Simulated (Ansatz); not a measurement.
# CH4BrOSi radical: one species, many methods

One table from this session's results is given with a row withheld; the runs are named, their logs left out.

Program: Ansatz 0.2.0, Gaussian basis. Level of theory: functionals in def2-TZVPP, the program's frozen cores in correlated methods. These are calculated values, not measurements.

The runs, in order: LDA (SPW92), PBE-D4, revPBE-D4, BLYP-D4, r2SCAN-D4, B97M-V, PBE0-D4, B3LYP-D4, r2SCANh-D4, r2SCAN0-D4, HSE06-D4, BHLYP-D4, CAM-B3LYP-D4, LC-ωPBE, ωB97X-V, ωB97M-V, B2PLYP, PBE-QIDH; CCSD(T)/def2-SVP; CCSD(T)/def2-TZVPP; MP2/def2-QZVPP; extrapolation to the limit; RPA on PBE.

### Structure used throughout

The geometry comes from an earlier relaxation with PBE0-D4 in a triple-zeta def2 set; it is a stationary point, not always the lowest conformer.

SMILES `CO[SiH]Br`, 8 atoms, charge 0, spin multiplicity 2.

Atoms are counted from 1 here; the program's logs count them from 0.

Bond lengths: C1–O2 1.413 Å, C1–H5 1.094 Å, C1–H6 1.094 Å, C1–H7 1.090 Å, O2–Si3 1.631 Å, Si3–Br4 2.238 Å, Si3–H8 1.489 Å. Angles: O2–C1–H5 111.1°, O2–C1–H6 111.0°, O2–C1–H7 107.8°, H5–C1–H6 109.0°, H5–C1–H7 108.9°, H6–C1–H7 109.1°, C1–O2–Si3 126.9°, O2–Si3–Br4 110.8°, O2–Si3–H8 105.2°, Br4–Si3–H8 108.3°.

Geometry (Å):

| atom | x (Å) | y (Å) | z (Å) |
| --- | --- | --- | --- |
| C1 | -1.0356 | 0.5992 | -0.1336 |
| O2 | -0.3152 | -0.4294 | 0.5135 |
| Si3 | 1.0222 | -1.1842 | -0.0368 |
| Br4 | 2.5817 | 0.3025 | -0.6420 |
| H5 | -1.5018 | 0.2337 | -1.0532 |
| H6 | -0.3828 | 1.4423 | -0.3763 |
| H7 | -1.8166 | 0.9374 | 0.5477 |
| H8 | 1.5404 | -1.9587 | 1.1250 |

The first run:

File in.yaml:

```yaml
crystal:
  periodic: [false, false, false]
  atoms:
    - {symbol: C, position_ang: [-1.035560, 0.599180, -0.133620]}
    - {symbol: O, position_ang: [-0.315237, -0.429395, 0.513500]}
    - {symbol: Si, position_ang: [1.022216, -1.184236, -0.036764]}
    - {symbol: Br, position_ang: [2.581651, 0.302544, -0.642033]}
    - {symbol: H, position_ang: [-1.501844, 0.233719, -1.053214]}
    - {symbol: H, position_ang: [-0.382846, 1.442326, -0.376293]}
    - {symbol: H, position_ang: [-1.816556, 0.937410, 0.547651]}
    - {symbol: H, position_ang: [1.540376, -1.958748, 1.124972]}
basis:
  gaussian: {orbitals: def2-TZVPP}
magnetization: {spin_polarized: true, initial_magnetization: 1}
hamiltonian: {xc: lda}
output: {orbitals: {seedname: orbitals}}
```

Steps of the session up to this table: LDA; PBE-D4 (GGA); revPBE-D4 (GGA); BLYP-D4 (GGA); r2SCAN-D4 (meta-GGA); B97M-V (meta-GGA); PBE0-D4 (hybrid); B3LYP-D4 (hybrid); r2SCANh-D4 (hybrid); r2SCAN0-D4 (hybrid); HSE06-D4 (hybrid); BHLYP-D4 (hybrid); CAM-B3LYP-D4 (range-separated); LC-ωPBE-D4 (range-separated; the results give it without D4); ωB97X-V (range-separated); ωB97M-V (range-separated); B2PLYP (double hybrid); PBE-QIDH (double hybrid).

One table of the session follows, with a row left open; its other results are not shown here.

It belongs to the step «Frontier levels by functional». 

| functional | HOMO (eV) | LUMO (eV) | gap (eV) |
| --- | --- | --- | --- |
| LDA (SPW92) | -4.95 | -3.85 | 1.10 |
| PBE-D4 | -4.96 | -3.43 | 1.54 |
| revPBE-D4 | -4.95 | -3.29 | 1.65 |
| BLYP-D4 | -4.78 | -3.47 | 1.31 |
| r2SCAN-D4 | -5.34 | -2.98 | 2.36 |
| B97M-V | -5.09 | -3.55 | 1.54 |
| PBE0-D4 | -6.17 | -2.55 | 3.62 |
| B3LYP-D4 | -5.89 | -2.95 | 2.94 |
| r2SCANh-D4 | -5.78 | -2.69 | 3.09 |
| r2SCAN0-D4 | -6.44 | -2.25 | 4.19 |
| HSE06-D4 | -5.77 | -2.93 | 2.84 |
| BHLYP-D4 | -7.20 | -1.78 | 5.42 |
| CAM-B3LYP-D4 | -7.40 | -1.68 | 5.72 |
| LC-ωPBE | ? | ? | ? |
| ωB97X-V | -8.32 | -0.81 | 7.51 |
| ωB97M-V | -7.95 | -0.96 | 6.99 |

Estimate the missing values for LC-ωPBE.

The run gave: HOMO (eV): -8.80; LUMO (eV): -0.25; gap (eV): 8.54. In the column «HOMO (eV)» it is the lowest.
